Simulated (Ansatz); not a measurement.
# C3H10BFSi: the cost of one run

Method: RKS PBE0-D4/def2-SVP, in Ansatz 0.2.0.

**1. Starting point**

Bond lengths (14 of 15 bonds, heavy atoms first): B1–C2 1.645 Å, C2–F3 1.359 Å, C2–C4 1.553 Å, C4–C5 1.540 Å, C5–Si6 1.884 Å, B1–H7 1.159 Å, B1–H8 1.139 Å, C2–H9 1.116 Å, C4–H10 1.036 Å, C4–H11 1.147 Å, C5–H12 1.099 Å, C5–H13 1.102 Å, Si6–H14 1.468 Å, Si6–H15 1.442 Å. Angles (14 of 27 angles, heavy atoms first): B1–C2–F3 107.8°, B1–C2–C4 110.6°, F3–C2–C4 108.0°, C2–C4–C5 111.7°, C4–C5–Si6 116.2°, B1–C2–H9 110.2°, F3–C2–H9 105.9°, C4–C2–H9 114.0°, C2–B1–H7 119.0°, C2–B1–H8 117.3°, C2–C4–H10 111.4°, C2–C4–H11 106.0°, C5–C4–H10 110.7°, C5–C4–H11 105.2°.

Coordinates:

```xyz
16

B     1.0921   -2.4875    0.1682
C     0.5454   -0.9965    0.5954
F     1.3252   -0.5434    1.6115
C     0.6807   -0.0049   -0.5916
C     0.1242    1.3866   -0.2372
Si   -1.7427    1.5046   -0.0116
H     2.1681   -2.5937   -0.2494
H     0.3542   -3.3520    0.2342
H    -0.4876   -1.0695    1.0114
H     1.6622    0.0655   -0.9143
H    -0.0091   -0.4036   -1.4163
H     0.4167    2.0987   -1.0222
H     0.5667    1.7762    0.6937
H    -2.4255    0.9735   -1.1979
H    -2.1363    2.8770    0.1876
H    -2.1571    0.7463    1.1829
```

**2. Relaxing end A**

Contents of input.yaml:

```yaml
crystal:
  periodic: [false, false, false]
  atoms:
    - { symbol: B, position_ang: [1.0921, -2.4875, 0.1682] }
    - { symbol: C, position_ang: [0.5454, -0.9965, 0.5954] }
    - { symbol: F, position_ang: [1.3252, -0.5434, 1.6115] }
    - { symbol: C, position_ang: [0.6807, -0.0049, -0.5916] }
    - { symbol: C, position_ang: [0.1242, 1.3866, -0.2372] }
    - { symbol: Si, position_ang: [-1.7427, 1.5046, -0.0116] }
    - { symbol: H, position_ang: [2.1681, -2.5937, -0.2494] }
    - { symbol: H, position_ang: [0.3542, -3.352, 0.2342] }
    - { symbol: H, position_ang: [-0.4876, -1.0695, 1.0114] }
    - { symbol: H, position_ang: [1.6622, 0.0655, -0.9143] }
    - { symbol: H, position_ang: [-0.0091, -0.4036, -1.4163] }
    - { symbol: H, position_ang: [0.4167, 2.0987, -1.0222] }
    - { symbol: H, position_ang: [0.5667, 1.7762, 0.6937] }
    - { symbol: H, position_ang: [-2.4255, 0.9735, -1.1979] }
    - { symbol: H, position_ang: [-2.1363, 2.877, 0.1876] }
    - { symbol: H, position_ang: [-2.1571, 0.7463, 1.1829] }
basis:
  gaussian: { orbitals: def2-SVP }
hamiltonian:
  xc: pbe0
  dispersion: d4
relax:
  f_tol: 0.015
  max_steps: 40
```

Launch:

```
ansatz run input.yaml --threads 2 --pin off --max-ram 3072MiB --backend cpu --events-out ev --progress --plain --runs-dir out
```

**Question.** How long does this run take on 2 threads of Arm Neoverse V1, shared host, and how much memory does it need?

About 89 s, with a peak of 0.39 GiB.
